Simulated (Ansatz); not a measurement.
# CuSn3 (I4/mmm) in Ansatz: notebook, part 2 of 2

Ansatz 0.2.0.

### 4 Relaxation of cell and atoms, PBEsol+D3(BJ)-ATM

input.yaml

```yaml
crystal:
  lattice:
    - [-2.239903, 2.239903, 4.870704]
    - [2.239903, -2.239903, 4.870704]
    - [2.239903, 2.239903, -4.870704]
  atoms:
    - { symbol: Sn, position: [0.5, 0.5, 0.0] }
    - { symbol: Sn, position: [0.25, 0.75, 0.5] }
    - { symbol: Sn, position: [0.75, 0.25, 0.5] }
    - { symbol: Cu, position: [0.0, 0.0, 0.0] }
hamiltonian:
  xc: pbesol
  pseudopotentials: { kind: paw }
  dispersion: d3bjatm
kpoints:
  mp_grid: { grid: [8, 8, 8] }
scf:
  occupations: { method: fermi_dirac, width: 0.05 }
output:
  forces: true
  stress: true
  eigenvalues: true
relax:
  f_tol: 0.01
  max_steps: 40
  cell: { stress_tol: 0.05 }
```

Command:

```
$ ansatz run input.yaml --threads 2 --pin off --max-ram 5632MiB --backend cpu --events-out ev --progress --plain --runs-dir out
```

It took 49 s on 2 threads of Arm Neoverse V1, shared host; peak memory 0.51 GiB.

It converged, with:

- Free energy: -24438.8033 eV
- Relaxed volume: 21.67 Å³/atom
- Relaxed cell: a = 5.596 Å, b = 5.596 Å, c = 5.596 Å, α = 134.88°, β = 134.88°, γ = 65.72°
- Space group after relaxing (to 0.05 Å): I4/mmm (No. 139)
- Energy gained by relaxing: 61.8 meV/atom
- Ionic steps: 6
- Pressure after relaxing: 0.0 GPa
- Band gap on the k mesh: none (metal or under the smearing width)

Step by step:
```
step  energy change (eV)  largest force (eV/Å)  volume (Å³)
   1              0.0000                0.0000        97.75
   2             -0.2399                0.0000        84.75
   3             -0.2493                0.0000        87.23
   4             -0.2502                0.0000        86.75
   5             -0.2503                0.0000        86.69
   6             -0.2473                0.0000        86.69
```

Final structure:
```
CELL_PARAMETERS angstrom
-2.14721 2.14721 4.70083
2.14721 -2.14721 4.70083
2.14721 2.14721 -4.70083
ATOMIC_POSITIONS crystal
Sn 0.50000 0.50000 0.00000
Sn 0.25000 0.75000 0.50000
Sn 0.75000 0.25000 0.50000
Cu 0.00000 0.00000 0.00000
```

Levels at points of the mesh, in eV from the Fermi level:
```
              k point  band 28  band 29  band 30  band 31  band 32  band 33
   (0.00, 0.00, 0.00)    -2.14    -1.17    -1.17    -0.33    -0.33     0.59
  (0.00, 0.00, -0.50)    -2.48    -2.31    -2.20     0.26     0.85     0.91
  (0.00, -0.50, 0.00)    -2.19    -0.12     0.01     0.13     0.28     2.31
(-0.50, -0.50, -0.50)    -2.64    -2.04    -0.73     2.91     2.91     3.00
```

Caveat: the plane-wave basis is chosen anew once the cell has moved, so the energies of steps on either side of that aren't comparable; pairwise dispersion overbinds metals, which lowers pressure and volume; the PAW data sets come from PBE, with cores solved anew for the run's functional, which leaves a small shift of forces and pressure.

### 5 Relaxation of cell and atoms, PBEsol+D4

Edit input.yaml of step 4 so:

```diff
@@ -13,3 +13,3 @@
   pseudopotentials: { kind: paw }
-  dispersion: d3bjatm
+  dispersion: d4
 kpoints:
```

Potentials or basis: Ansatz PAW.

Command:

```
$ ansatz run input.yaml --threads 2 --pin off --max-ram 5632MiB --backend cpu --events-out ev --progress --plain --runs-dir out
```

Log:

```text
Warning: RAYON_NUM_THREADS=2 ignored (pool sized by the plan → 2); use --threads N
Engine: ansatz 0.2.0, aarch64-unknown-linux-gnu
Pseudopotentials: kind: paw
Pseudopotential: Sn, paw, valence charge 14, recommended cutoff 420 eV (normal), Sn.paw.azcp
Pseudopotential: Cu, paw, valence charge 19, recommended cutoff 420 eV (normal), Cu.paw.azcp
Functional definition: PBEsol
  exchange = pbesol_x
  correlation = pbesol_c
Crystal: 4 atoms, lattice volume = 97.749 Å³
Basis set: ecut = 420 eV, 1929 PW (Γ), exchange–correlation on 80×80×80 points (8 copies of the dense FFT grid, shifted against one another)
Bands: 37, of which v1, the nominal top of the filled ones, is band 31 counted from 1 (30 counted from 0)
Symmetry: 16 space group operations
Space group: I4/mmm (ITA 139), of the structure as read, at distance tolerance 4.6e-5 Å
k-points: 59 of 512
Non-local potential: Sn, projectors of the file, l = 0: 2, l = 1: 2, l = 2: 2, l = 3: 2
Non-local potential: Cu, projectors of the file, l = 0: 3, l = 1: 2, l = 2: 3, l = 3: 1
PAW form: soft (Blöchl's): semilocal exchange-correlation on the pseudo side does not see the compensation charge
PAW frozen core: Sn, regenerated for the run's functional, and the local potential with it (the file was generated under x = pbe(κ = 0.804, μ = 0.2195149727645171), c = pbe(β = 0.06672455060314922))
PAW frozen core: Cu, regenerated for the run's functional, and the local potential with it (the file was generated under x = pbe(κ = 0.804, μ = 0.2195149727645171), c = pbe(β = 0.06672455060314922))
PAW one-centre angular grid: Sn, 590 points (default); XC on 64 Gauss nodes
PAW one-centre angular grid: Cu, 590 points (default); XC on 64 Gauss nodes
Initial density: superposition of atomic densities (neutral atoms: chi_scale 0, normalization atom), corrected by the library's trained network
Initial wavefunctions: pseudopotential atomic-orbital guess
Functional: x = pbesol(κ = 0.804, μ = 0.12345679012345678), c = pbesol(β = 0.046)
SCF iter   1: F=—  HF=-24438.089576 eV  |F-HF|=—  |Δ(HF+E_count)|=         —  Δρ=6.37e-3  dr2=2.16e-2  ethr=1.77e-3  ⟨swp⟩=6.9  Hψ=9080  notcnv=0  defer=5
preconditioner: auto → Kerker (q_TF=auto, 2.522 Å⁻¹)  [metal: Δε(μ)=0.048 eV  Ē_g=16.619 eV  σ=0.050 eV  W_gap=0.23  n_scr=30 (ndim 8)  ℏωp=27.3 eV  f_vac=0.000  D(μ)=2.03/eV (n_scr^D=10)]
[... 107 lines left out ...]
  E_local      = -7308.537696  (includes V_loc(G=0)·N_el)
  E_nonlocal   = 307.159977
  E_hartree    = 3726.538355
  E_xc         = -1227.913242
  E_vxc        = -407.213685  (∫ρ·V_xc dr)
  E_paw        = -13825.394226  (= ΣΔE_a)
  E_vpaw       = -1521.148331  (= ΣTr[D̂ρ^β])
  E_aug_tail   = 0.000241  (compensation charges beyond the density's cutoff)
  E_ewald      = -6973.332194
  E_disp       = -1.074762  (pairwise vdW)
  E_core_change = 1.060721  (= ΣΔE_core)
  E_smearing   = -0.018243  (= −TS)
  E_closure    = 0.000000  (closes the sum)
  Σ components = -24438.273951   (vs F -24438.273951, Δ=0.00e0)
--- Forces (eV/Å), atoms counted from 1 ---
  atom   1  Sn    -0.00000000     0.00000000    -0.00000000
  atom   2  Sn     0.00000000    -0.00000000     0.00000000
  atom   3  Sn    -0.00000000     0.00000000     0.00000000
  atom   4  Cu    -0.00000000     0.00000000     0.00000000
  max |Σ_I F_I| component: 6.94e-18 eV/Å
--- Stress (GPa, compression-positive) ---
        0.001597      -0.000000       0.000000
       -0.000000       0.001597       0.000000
        0.000000       0.000000       0.000784
  P = ⅓ Tr σ = 0.0013 GPa (0.013 kbar)
--- Band table (eV; the first three rows and the last of 59) ---
  k-point 0: bands = ["-99.5713", "-57.1199", "-57.1199", "-57.1016", "-9.2789", "-9.1283", "-9.1214", "-9.0453", "-9.0453", "-9.0430", "-9.0430", "-8.9469", "-8.9464", "-8.9119", "-8.8927", "-8.8558", "-8.8446", "-8.8446", "-8.7350", "0.7888", "7.3257", "8.4019", "9.2460", "9.3609", "9.3609", "9.5227", "9.8835", "10.3647", "11.3354", "11.3354", "12.1785", "12.1785", "13.0530", "13.7898", "13.9618", "17.1986", "17.1986"]
  k-point 1: bands = ["-99.5713", "-57.1199", "-57.1199", "-57.1016", "-9.2456", "-9.1132", "-9.1032", "-9.0555", "-9.0395", "-9.0390", "-9.0338", "-8.9404", "-8.9381", "-8.9106", "-8.9104", "-8.8696", "-8.8629", "-8.8508", "-8.7698", "1.0481", "7.3794", "7.7402", "8.4016", "9.4045", "9.4782", "9.6900", "10.0723", "10.2402", "10.6091", "11.2506", "11.3075", "12.7202", "14.5966", "15.1013", "15.1533", "15.3192", "17.5730"]
  k-point 2: bands = ["-99.5713", "-57.1199", "-57.1199", "-57.1016", "-9.1916", "-9.0867", "-9.0861", "-9.0324", "-9.0269", "-9.0235", "-9.0111", "-8.9847", "-8.9312", "-8.9289", "-8.9057", "-8.8984", "-8.8862", "-8.8837", "-8.8004", "1.8245", "6.5019", "7.1936", "8.0690", "8.9993", "9.3852", "9.6512", "10.1742", "10.1782", "10.3938", "10.4489", "11.0372", "11.8739", "15.5583", "17.2897", "17.3482", "17.5355", "18.4452"]
  k-point 58: bands = ["-99.5713", "-57.1199", "-57.1199", "-57.1016", "-9.2726", "-9.1764", "-9.1621", "-9.1621", "-9.0945", "-9.0156", "-8.9273", "-8.9273", "-8.9184", "-8.9180", "-8.8680", "-8.8379", "-8.8379", "-8.8158", "-8.7350", "2.0031", "3.2931", "8.3739", "9.3374", "9.3374", "9.7348", "9.8745", "9.8745", "9.8844", "10.4413", "11.7350", "15.3866", "15.3866", "15.4635", "15.5454", "16.8866", "18.1986", "18.1986"]
--- Relaxed structure (7 steps of the walk, 7 accepted, 1 SCFs on fresh bases) ---
  F+E_penalty+E_count = -24438.27395051 eV   max|allowed force component| = 8.674e-18 eV/Å   (the final SCF, on the basis selected at the relaxed cell)
  cell:  # Å, volume = 87.9223 Å³
    - [-2.158674022975833, 2.158674022975833, 4.716987701100899]
    - [2.158674022975833, -2.158674022975833, 4.716987701100899]
    - [2.158674022975833, 2.158674022975833, -4.716987701100899]
  atoms:
    - { symbol: Sn, position: [0.5, 0.5, -1.3959897637416125e-33] }
    - { symbol: Sn, position: [0.25, 0.75, 0.5] }
    - { symbol: Sn, position: [0.75, 0.25, 0.5] }
    - { symbol: Cu, position: [-5.222092710668467e-35, 4.1990628420325694e-35, 1.1503550006417494e-35] }
```

Run time: 63 s. Hardware: 2 threads of Arm Neoverse V1, shared host; peak memory 0.51 GiB.

What came out:

| Quantity | Value |
| --- | --- |
| Free energy | -24438.2740 eV |
| Relaxed volume | 21.98 Å³/atom |
| Relaxed cell | a = 5.619 Å, b = 5.619 Å, c = 5.619 Å, α = 134.81°, β = 134.81°, γ = 65.82° |
| Space group after relaxing (to 0.05 Å) | I4/mmm (No. 139) |
| Energy gained by relaxing | 47.6 meV/atom |
| Ionic steps | 8 |
| Pressure after relaxing | 0.0 GPa |
| Band gap on the k mesh | none (metal or under the smearing width) |

The path:
| step | energy change (eV) | largest force (eV/Å) | volume (Å³) |
| --- | --- | --- | --- |
| 1 | 0.0000 | 0.0000 | 97.75 |
| 2 | -0.1660 | 0.0000 | 84.70 |
| 3 | -0.1915 | 0.0000 | 88.65 |
| 4 | -0.1928 | 0.0000 | 88.00 |
| 5 | -0.1929 | 0.0000 | 87.94 |
| 6 | -0.1930 | 0.0000 | 87.87 |
| 7 | -0.1930 | 0.0000 | 87.92 |
| 8 | -0.1902 | 0.0000 | 87.92 |

Final structure:
```
Sn Cu
1.0
    -2.15867    2.15867    4.71699
     2.15867   -2.15867    4.71699
     2.15867    2.15867   -4.71699
Sn Cu
3 1
Cartesian
  0.0000 0.0000 4.7170
  2.1587 0.0000 2.3585
  0.0000 2.1587 2.3585
  0.0000 0.0000 0.0000
```

Levels at points of the mesh, in eV from the Fermi level:
| k point | band 28 | band 29 | band 30 | band 31 | band 32 | band 33 |
| --- | --- | --- | --- | --- | --- | --- |
| (0.00, 0.00, 0.00) | -2.12 | -1.15 | -1.15 | -0.31 | -0.31 | 0.57 |
| (0.00, 0.00, -0.50) | -2.44 | -2.28 | -2.17 | 0.26 | 0.86 | 0.91 |
| (0.00, -0.50, 0.00) | -2.16 | -0.12 | 0.00 | 0.14 | 0.24 | 2.29 |
| (-0.50, -0.50, -0.50) | -2.60 | -2.05 | -0.75 | 2.90 | 2.90 | 2.98 |

Caveat: the plane-wave basis is chosen anew once the cell has moved, so the energies of steps on either side of that aren't comparable; pairwise dispersion overbinds metals, which lowers pressure and volume; the PAW data sets come from PBE, with cores solved anew for the run's functional, which leaves a small shift of forces and pressure.

### 6 Overview

```csv
level,gap on the mesh (eV),pressure (GPa),relaxed volume (Å³/atom)
PBEsol,none,0.0,22.62
PBEsol+D3(BJ),none,0.0,21.55
PBEsol+D3(BJ)-ATM,none,0.0,21.67
PBEsol+D4,none,0.0,21.98
```

Alike in all rows: task relaxation of cell and atoms; potentials or basis Ansatz PAW; no spin polarisation; cell relaxed; k mesh 8 × 8 × 8; cutoff (eV) 420; smearing fermi-dirac 0.05 eV.

Caveats: the plane-wave basis is chosen anew once the cell has moved, so the energies of steps on either side of that aren't comparable; the PAW data sets come from PBE, with cores solved anew for the run's functional, which leaves a small shift of forces and pressure; pairwise dispersion overbinds metals, which lowers pressure and volume (some runs).

Total energies depend on the potentials used, so only differences within one code and one set of settings carry meaning.
